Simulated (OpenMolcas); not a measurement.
# A workflow on GeSiH4O (SMILES [SiH3][O][GeH])

Aim: a single-point energy (HF/ANO-R0), then a single-point energy (CASSCF(2,2)/ANO-R1), then an energy scan (CASPT2(2,2)/ANO-R1), then an energy scan (SC-NEVPT2(2,2)/ANO-R1), then an energy scan (MC-PDFT[tPBE](2,2)/ANO-R1) of GeSiH4O. 

The calculation is run with OpenMolcas 26.06.

## Step 1: Starting point

The species is GeSiH4O (7 atoms), meant as a singlet with charge 0. As SMILES, `[SiH3][O][GeH]`. The shape is that of a PBE0-D4/def2-TZVP optimisation. This is one conformer, not always the lowest.

Bond lengths: Si1–O2 1.643 Å, O2–Ge3 1.789 Å, Si1–H4 1.490 Å, Si1–H5 1.485 Å, Si1–H6 1.485 Å, Ge3–H7 1.605 Å. Angles: Si1–O2–Ge3 134.1°, O2–Si1–H4 110.8°, O2–Si1–H5 109.3°, O2–Si1–H6 109.3°, O2–Ge3–H7 93.5°, H4–Si1–H5 109.1°, H4–Si1–H6 109.1°, H5–Si1–H6 109.4°.

## Step 2: The energy at HF/ANO-R0 (sfX2C) (run 1)

struct.xyz reads:

```xyz
7

Si    -0.741700     0.650900    -0.296500
O      0.533500    -0.139300     0.373700
Ge     1.261400    -1.756200     0.134200
H     -1.409200    -0.197600    -1.323800
H     -0.260900     1.901300    -0.937500
H     -1.722500     0.988100     0.766400
H      2.400800    -1.515100     1.238000
```

step1.input reads:

```
&GATEWAY
COORD = struct.xyz
BASIS = ANO-R0
GROUP = NoSym
&SEWARD
&SCF
PRORBITALS = 0
&LOCALISATION
OCCUPIED
FREEZE
PIPEK-MEZEY
&LOCALISATION
FILEORB = $Project.LocOrb
VIRTUAL
PIPEK-MEZEY
```

Launch:

```sh
$ export MOLCAS_MEM=1860
$ pymolcas step1.input > step1.log
```

The log of the run:

```text
--- Start Module: gateway ---
[...]
--- Stop Module: gateway /rc=_RC_ALL_IS_WELL_ ---
[...]
      Basis functions           36
[...]
       Convergence after  11 Iterations
[...]
::    Total SCF energy                              -2463.3603202705
[...]
      Total spin, S                                     0.0000000000
[...]
      Total electronic charge=   58.000000
      Total            charge=   -0.000000
[...]
      Dipole Moment (debye):
      Origin of the operator (angstrom)=    0.6564   -0.9240    0.0602
                   X=  5.8497E-02               Y= -1.1176E+00               Z= -5.4555E-01           Total=  1.2450E+00
      Quadrupole Moment (debye*angstrom):
[...]
--- Start Module: localisation ---
[...]
--- Stop Module: localisation /rc=_RC_ALL_IS_WELL_ ---
--- Start Module: localisation ---
[...]
--- Stop Module: localisation /rc=_RC_ALL_IS_WELL_ ---
[...]
```

It took 3.9 s on 1 thread of Arm Neoverse V1, shared host; peak memory 0.41 GiB.

## Step 3: A single-point energy at CASSCF(2,2)/ANO-R1 (sfX2C, RICD fitting) (run 2)

struct.xyz is that of step 2.

step2.input reads:

```
>>> EXPORT MOLCAS_PRINT=2
&GATEWAY
Coord
struct.xyz
Basis
ANO-R0
Group
NoSym
&SEWARD
&RASSCF
FileOrb
$CurrDir/step1.LocOrb
Alter
2
1 24 29
1 30 32
Spin
1
Nactel
2 0 0
Inactive
28
Ras2
2
OrbListing
Nothing
>>> COPY $Project.RunFile RUNFIL1
>>> COPY $Project.RasOrb INPORB
&GATEWAY
Coord
struct.xyz
Basis
ANO-R1
Group
NoSym
RICD
&SEWARD
>>> COPY $Project.RunFile RUNFIL2
&EXPBAS
&RASSCF
FileOrb
$Project.ExpOrb
Spin
1
Nactel
2 0 0
Inactive
28
Ras2
2
OrbListing
Nothing
```

Launch:

```sh
$ export MOLCAS_MEM=1860
$ pymolcas step2.input > step2.log
```

The log of the run:

```text
--- Start Module: gateway ---
[...]
--- Stop Module: gateway /rc=_RC_ALL_IS_WELL_ ---
[...]
      Basis functions           36
[...]
      Number of active orbitals                  2
[...]
      Spin quantum number                      0.0
[...]
      Active orbitals                            2
[...]
      Number of CSFs                             3
[...]
      Number of root(s) required                 1
[...]
      Convergence after 16 iterations
[...]
      printout of CI-coefficients larger than  0.05 for root  1
      energy=   -2463.377706
      conf/sym  11     Coeff  Weight
             1  20   0.99279 0.98563
             3  02  -0.11988 0.01437
      Natural orbitals and occupation numbers for root  1
      sym 1:   1.971259   0.028741
      ************************************************************************************************************************
      *                                                    Final results                                                     *
[...]
::    RASSCF root number  1 Total energy:  -2463.37770609
[...]
      Basis functions           91
[...]
--- Start Module: expbas ---
[...]
--- Stop Module: expbas /rc=_RC_ALL_IS_WELL_ ---
--- Start Module: rasscf ---
[...]
      Convergence after 20 iterations
[...]
      Natural orbitals and occupation numbers for root  1
      sym 1:   1.982959   0.017041
      ************************************************************************************************************************
      *                                                    Final results                                                     *
[...]
::    RASSCF root number  1 Total energy:  -2464.01296471
[...]
      Total electronic charge=   58.000000
      Total            charge=   -0.000000
[...]
      Dipole Moment (debye):
      Origin of the operator (angstrom)=    0.6564   -0.9240    0.0602
                   X=  5.1691E-02               Y= -8.3815E-01               Z= -4.0276E-01           Total=  9.3133E-01
      Quadrupole Moment (debye*angstrom):
[...]
--- Stop Module: rasscf /rc=_RC_ALL_IS_WELL_ ---
[...]
```

Run time: 17 s. Hardware: 1 thread of Arm Neoverse V1, shared host; peak memory 0.41 GiB.

## Step 4: The energy along one coordinate at CASPT2(2,2)/ANO-R1 (sfX2C, RICD fitting, ipea shift 0.25 Eh, pt2 variant SS) (run 3)

step3.inp reads:

```
* GeH4OSi CASPT2
>>> COPY $CurrDir/step2.RasOrb $Project.RasOrb
>>> ForEach K in (1, 2, 3, 4, 5, 6, 7, 8, 9)
&GATEWAY
Coord
$CurrDir/point$K.xyz
Basis
ANO-R1
Group
NoSym
RICD
&SEWARD
&RASSCF
FileOrb
$Project.RasOrb
Spin
1
Nactel
2 0 0
Inactive
28
Ras2
2
OrbListing
Nothing
&CASPT2
Imaginary
0.2
Frozen
15
>>> EndDo
```

Launch:

```sh
$ export MOLCAS_MEM=1860
$ pymolcas step3.inp > step3.log
```

The log of the run:

```text
[...]
      Basis functions           91
[...]
      Number of active orbitals                  2
[...]
      Spin quantum number                      0.0
[...]
      Active orbitals                            2
[...]
      Number of CSFs                             3
[...]
      Number of root(s) required                 1
[...]
      Convergence after 18 iterations
[...]
      Natural orbitals and occupation numbers for root  1
      sym 1:   1.987490   0.012510
      ************************************************************************************************************************
      *                                                    Final results                                                     *
[...]
::    RASSCF root number  1 Total energy:  -2463.99341305
[...]
::    CASPT2 Root  1     Total energy:  -2464.72894517
[...]
      Convergence after 16 iterations
[...]
      Natural orbitals and occupation numbers for root  1
      sym 1:   1.982968   0.017032
      ************************************************************************************************************************
      *                                                    Final results                                                     *
[...]
      Convergence after 25 iterations
[...]
      Natural orbitals and occupation numbers for root  1
      sym 1:   1.636660   0.363340
      ************************************************************************************************************************
      *                                                    Final results                                                     *
[...]
      Convergence after 21 iterations
[...]
      Natural orbitals and occupation numbers for root  1
      sym 1:   1.274399   0.725601
      ************************************************************************************************************************
      *                                                    Final results                                                     *
[...]
      Convergence after 13 iterations
[...]
      Natural orbitals and occupation numbers for root  1
      sym 1:   1.098456   0.901544
      ************************************************************************************************************************
      *                                                    Final results                                                     *
[...]
::    RASSCF root number  1 Total energy:  -2463.87626307
[...]
::    CASPT2 Root  1     Total energy:  -2464.57532301
[...]
      Convergence after 13 iterations
[...]
::    RASSCF root number  1 Total energy:  -2463.87606969
[...]
::    CASPT2 Root  1     Total energy:  -2464.57431351
[...]
```

Wall time 2.1 min (1 thread of Arm Neoverse V1, shared host); peak memory 0.15 GiB.

The scan, from its lowest point:

```
Ge3–O2 (Å)  energy (kJ/mol)
     1.610             48.4
     1.789              0.0
     1.968             31.8
     2.237            128.1
     2.594            260.0
     3.042            387.0
     3.579            440.4
     4.294            451.8
     5.368            454.4
```

## Step 5: An energy scan at SC-NEVPT2(2,2)/ANO-R1 (sfX2C, RICD fitting, pt2 variant SC-NEVPT2) (run 4)

step4.inp reads:

```
>>> COPY $CurrDir/step2.RasOrb $Project.RasOrb
>>> ForEach K in (1, 2, 3, 4, 5, 6, 7, 8, 9)

&GATEWAY
 COORD=$CurrDir/point$K.xyz
 BASIS=ANO-R1
 GROUP=NoSym
 RICD

&SEWARD

&RASSCF
 FILEORB=$Project.RasOrb
 SPIN=1
 NACTEL=2 0 0
 INACTIVE=28
 RAS2=2
 ORBLISTING=Nothing

&CASPT2
 SC-NEVPT2
 FROZEN=15
>>> EndDo
```

Launch:

```sh
$ export MOLCAS_MEM=1860
$ pymolcas step4.inp > step4.log
```

The log of the run:

```text
[...]
      Basis functions           91
[...]
      Number of active orbitals                  2
[...]
      Spin quantum number                      0.0
[...]
      Active orbitals                            2
[...]
      Number of CSFs                             3
[...]
      Number of root(s) required                 1
[...]
      Convergence after 18 iterations
[...]
      printout of CI-coefficients larger than  0.05 for root  1
      energy=   -2463.993413
      conf/sym  11     Coeff  Weight
             1  20   0.99687 0.99374
             3  02  -0.07909 0.00626
      Natural orbitals and occupation numbers for root  1
      sym 1:   1.987490   0.012510
      ************************************************************************************************************************
      *                                                    Final results                                                     *
[...]
::    RASSCF root number  1 Total energy:  -2463.99341305
[...]
      E2 (Variational):          -0.7334077550
[...]
::    SC-NEVPT2 Root  1     Total energy:  -2464.72667368
[...]
      Convergence after 16 iterations
[...]
      Natural orbitals and occupation numbers for root  1
      sym 1:   1.982968   0.017032
      ************************************************************************************************************************
      *                                                    Final results                                                     *
[...]
      Convergence after 25 iterations
[...]
      Natural orbitals and occupation numbers for root  1
      sym 1:   1.636660   0.363340
      ************************************************************************************************************************
      *                                                    Final results                                                     *
[...]
      Convergence after 21 iterations
[...]
      Natural orbitals and occupation numbers for root  1
      sym 1:   1.274399   0.725601
      ************************************************************************************************************************
      *                                                    Final results                                                     *
[...]
      Convergence after 13 iterations
[...]
::    RASSCF root number  1 Total energy:  -2463.87626307
[...]
::    SC-NEVPT2 Root  1     Total energy:  -2464.57230081
[...]
      Convergence after 13 iterations
[...]
::    RASSCF root number  1 Total energy:  -2463.87606969
[...]
      E2 (Variational):          -0.6953241147
[...]
      Reference weight:           0.86629
[...]
::    SC-NEVPT2 Root  1     Total energy:  -2464.57139380
[...]
```

It took 2.1 min on 1 thread of Arm Neoverse V1, shared host; peak memory 0.16 GiB.

The scan, from its lowest point:

```
Ge3–O2 (Å)  energy (kJ/mol)
     1.610             52.4
     1.789              0.0
     1.968             27.8
     2.237            118.9
     2.594            248.2
     3.042            389.4
     3.579            446.8
     4.294            457.7
     5.368            460.0
```

## Step 6: An energy scan at MC-PDFT[tPBE](2,2)/ANO-R1 (sfX2C, RICD fitting) (run 5)

step5.inp reads:

```
* GeH4OSi MC-PDFT
>>> EXPORT MOLCAS_PRINT=2
>>> COPY $CurrDir/step2.RasOrb $Project.RasOrb
>>> ForEach K in (1, 2, 3, 4, 5, 6, 7, 8, 9)

&GATEWAY
 Coord=$CurrDir/point$K.xyz
 Basis=ANO-R1
 Group=NoSym
 RICD

&SEWARD

&RASSCF
 FileOrb=$Project.RasOrb
 Spin=1
 Nactel=2 0 0
 Inactive=28
 Ras2=2
 OrbListing=Nothing

&MCPDFT
 KSDFT=T:PBE
>>> EndDo
```

Launch:

```sh
$ export MOLCAS_MEM=1860
$ pymolcas step5.inp > step5.log
```

The log of the run:

```text
--- Start Module: gateway ---
[...]
      Basis functions           91
[...]
      Number of active orbitals                  2
[...]
      Spin quantum number                      0.0
[...]
      Active orbitals                            2
[...]
      Number of CSFs                             3
[...]
      Number of root(s) required                 1
[...]
      Convergence after 18 iterations
[...]
      printout of CI-coefficients larger than  0.05 for root  1
      energy=   -2463.993413
      conf/sym  11     Coeff  Weight
             1  20   0.99687 0.99374
             3  02  -0.07909 0.00626
      Natural orbitals and occupation numbers for root  1
      sym 1:   1.987490   0.012510
      ************************************************************************************************************************
      *                                                    Final results                                                     *
[...]
::    RASSCF root number  1 Total energy:  -2463.99341305
[...]
::    MCPDFT root number  1 Total energy:  -2466.10335897
[...]
      Convergence after 16 iterations
[...]
      Natural orbitals and occupation numbers for root  1
      sym 1:   1.982968   0.017032
      ************************************************************************************************************************
      *                                                    Final results                                                     *
[...]
      Convergence after 25 iterations
[...]
      Natural orbitals and occupation numbers for root  1
      sym 1:   1.636660   0.363340
      ************************************************************************************************************************
      *                                                    Final results                                                     *
[...]
      Convergence after 21 iterations
[...]
      Natural orbitals and occupation numbers for root  1
      sym 1:   1.274399   0.725601
      ************************************************************************************************************************
      *                                                    Final results                                                     *
[...]
      Convergence after 13 iterations
[...]
::    RASSCF root number  1 Total energy:  -2463.87626307
[...]
::    MCPDFT root number  1 Total energy:  -2465.95256973
[...]
      Convergence after 13 iterations
[...]
::    RASSCF root number  1 Total energy:  -2463.87606969
[...]
      Total electronic charge=   58.000000
      Total            charge=   -0.000000
[...]
::    MCPDFT root number  1 Total energy:  -2465.95164699
[...]
```

It took 2.1 min on 1 thread of Arm Neoverse V1, shared host; peak memory 0.16 GiB.

The scan, from its lowest point:

```
Ge3–O2 (Å)  energy (kJ/mol)
     1.610             56.4
     1.789              0.0
     1.968             23.8
     2.237            108.5
     2.594            224.6
     3.042            358.9
     3.579            436.9
     4.294            452.3
     5.368            454.7
```

## Step 7: Results

| quantity | value |
| --- | --- |
| run 1, HF/ANO-R0: total energy | -2463.36032 Eh |
| run 1, HF/ANO-R0: dipole moment | 1.25 D |
| run 1, HF/ANO-R0: HOMO energy | -9.79 eV |
| run 1, HF/ANO-R0: LUMO energy | -0.05 eV |
| run 1, HF/ANO-R0: HOMO–LUMO gap | 9.73 eV |
| run 2, CASSCF(2,2)/ANO-R1: total energy | -2464.01296 Eh |
| run 2, CASSCF(2,2)/ANO-R1: dipole moment (CASSCF density) | 0.93 D |
| run 3, CASPT2(2,2)/ANO-R1: lowest energy of the scan | -2464.74739 Eh |
| run 4, SC-NEVPT2(2,2)/ANO-R1: lowest energy of the scan | -2464.74661 Eh |
| run 5, MC-PDFT[tPBE](2,2)/ANO-R1: lowest energy of the scan | -2466.12484 Eh |
